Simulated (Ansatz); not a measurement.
**ClF (chlorine monofluoride) at RPA@PBE0/cc-pVTZ**

What is the electronic atomisation energy of ClF (chlorine monofluoride) at RPA@PBE0/cc-pVTZ? 

Program for the calculation: Ansatz 0.2.0.

33 further runs of the same task are left out: 33 set aside as unsound or not needed.

### Step 1. Starting point

The species is ClF (2 atoms), meant as a singlet with charge 0. SMILES: `FCl`. The shape is that of a PBE0-D4/def2-TZVP optimisation.

Bond lengths: F1–Cl2 1.620 Å.

### Step 2. A single-point energy at RPA@PBE0/cc-pVTZ

Contents of input.yaml:

```yaml
crystal:
  periodic: [false, false, false]
  atoms:
    - symbol: F
      position_ang: [-0.000000, -0.000000, 0.031290]
    - symbol: Cl
      position_ang: [0.000000, 0.000000, 1.650960]
basis:
  gaussian: {orbitals: cc-pVTZ}
hamiltonian: {xc: pbe0}
correlation: {method: rpa, frozen_orbitals: {Cl: 5, F: 1}}
accuracy: high
```

The run is started by

```bash
ansatz run input.yaml --threads 1 --pin off --max-ram 3480MiB --events-out events.jsonl --progress --plain --runs-dir runs
```

The log of the run:

```text
Warning: RAYON_NUM_THREADS=1 ignored (pool sized by the plan → 1); use --threads N
Functional definition: PBE0
  name "PBE0"
  parameter a = 0.25
  parameter kappa = 0.804
  parameter beta = 0.06672455060314922
  exchange = (1 - a)*pbe_x(kappa = kappa, mu = beta*pi^2/3) + a*exact_x
  correlation = pbe_c(beta = beta)
881 factors; integrals over basis functions are off by at most 4.0e-9 eV
mean field evaluation 1: about -15231.4940 eV, gradient 2.1e1 eV
mean field evaluation 2: about -15231.4940 eV, gradient 2.1e1 eV
mean field evaluation 4: about -15232.0480 eV, gradient 4.2e0 eV
mean field evaluation 8: about -15232.0777 eV, gradient 2.0e-2 eV
mean field evaluation 16: about -15232.0777 eV, gradient 4.4e-8 eV
mean field -15232.07769643 eV, -559.7685306709 hartree, gradient 5.1e-8 eV, S^2 0.000000; 0 other end points of the search recorded, 0 dependent functions left out
6 core orbitals not correlated: weight in the atoms' cores, before any rotation towards them, 1.000 or more for the frozen orbitals, at most 0.000 for the correlated occupied ones
reference -15208.14002294 eV, -558.8888373956 hartree; 7, 7 occupied and 51, 51 virtual orbitals, 881 factors
Total energy: -15225.47202602 eV, -559.5257767606 hartree
```

It took 2.5 s on 1 thread of Arm Neoverse V2, shared host; peak memory 0.15 GiB.

### Step 3. The Cl atom, same level

Contents of run.yaml:

```yaml
basis:
  gaussian:
    orbitals: cc-pVTZ
crystal:
  periodic: [false, false, false]
  atoms:
    - symbol: Cl
      position_ang: [0.000000, 0.000000, 0.000000]
magnetization:
  spin_polarized: true
  initial_magnetization: 1
hamiltonian:
  xc: {name: PBE0}
correlation:
  method: rpa
  frozen_orbitals: {Cl: 5}
accuracy: high
```

Run the same way, it converges to -459.73920 Eh (log not shown).

### Step 4. The F atom at the same level

Contents of input.yaml:

```yaml
crystal:
  periodic: [false, false, false]
  atoms:
    - {symbol: F, position_ang: [0.000000, 0.000000, 0.000000]}
basis:
  gaussian: {orbitals: cc-pVTZ}
accuracy: high
magnetization: {spin_polarized: true, initial_magnetization: 1}
hamiltonian: {xc: pbe0}
correlation: {method: rpa, frozen_orbitals: {F: 1}}
```

The run is started by

```bash
ansatz run input.yaml --threads 1 --pin off --max-ram 3480MiB --events-out events.jsonl --progress --plain --runs-dir runs
```

The log of the run:

```text
Warning: RAYON_NUM_THREADS=1 ignored (pool sized by the plan → 1); use --threads N
[... 7 set-up lines as earlier in the session ...]
299 factors; integrals over basis functions are off by at most 2.7e-9 eV
mean field evaluation 1: about -2712.0305 eV, gradient 7.2e0 eV
mean field evaluation 2: about -2712.0306 eV, gradient 7.2e0 eV
mean field evaluation 4: about -2712.1275 eV, gradient 1.5e0 eV
mean field evaluation 8: about -2712.1328 eV, gradient 7.4e-3 eV
mean field evaluation 16: about -2712.1328 eV, gradient 4.8e-9 eV
mean field -2712.13282266 eV, -99.6690428831 hartree, gradient 4.8e-9 eV, S^2 0.751514; 0 other end points of the search recorded, 0 dependent functions left out
1 core orbitals not correlated: weight in the atoms' cores, before any rotation towards them, 1.000 or more for the frozen orbitals, at most 0.000 for the correlated occupied ones
reference -2704.87382825 eV, -99.4022797588 hartree; 4, 3 occupied and 25, 26 virtual orbitals, 299 factors
Total energy: -2713.17274860 eV, -99.7072594565 hartree
```

Run time: 0.52 s. Hardware: 1 thread of Arm Neoverse V2, shared host.

### Step 5. Results

At RPA@PBE0/cc-pVTZ, 6 core orbitals frozen:

| quantity | value |
| --- | --- |
| molecule: total energy | -559.52578 Eh |
| molecule: RPA correlation energy (valence) | -636.9 mEh |
| Cl atom: total energy | -459.73920 Eh |
| Cl atom: RPA correlation energy (valence) | -257.9 mEh |
| Cl atom: ⟨S²⟩ of the reference determinant | 0.754 |
| F atom: total energy | -99.70726 Eh |
| F atom: RPA correlation energy (valence) | -305.0 mEh |
| F atom: ⟨S²⟩ of the reference determinant | 0.752 |
| electronic atomisation energy | 2.158 eV |

**Reading.** Taking the molecule apart into free atoms costs 2.16 eV (50 kcal/mol), before zero-point energy and without spin-orbit coupling.
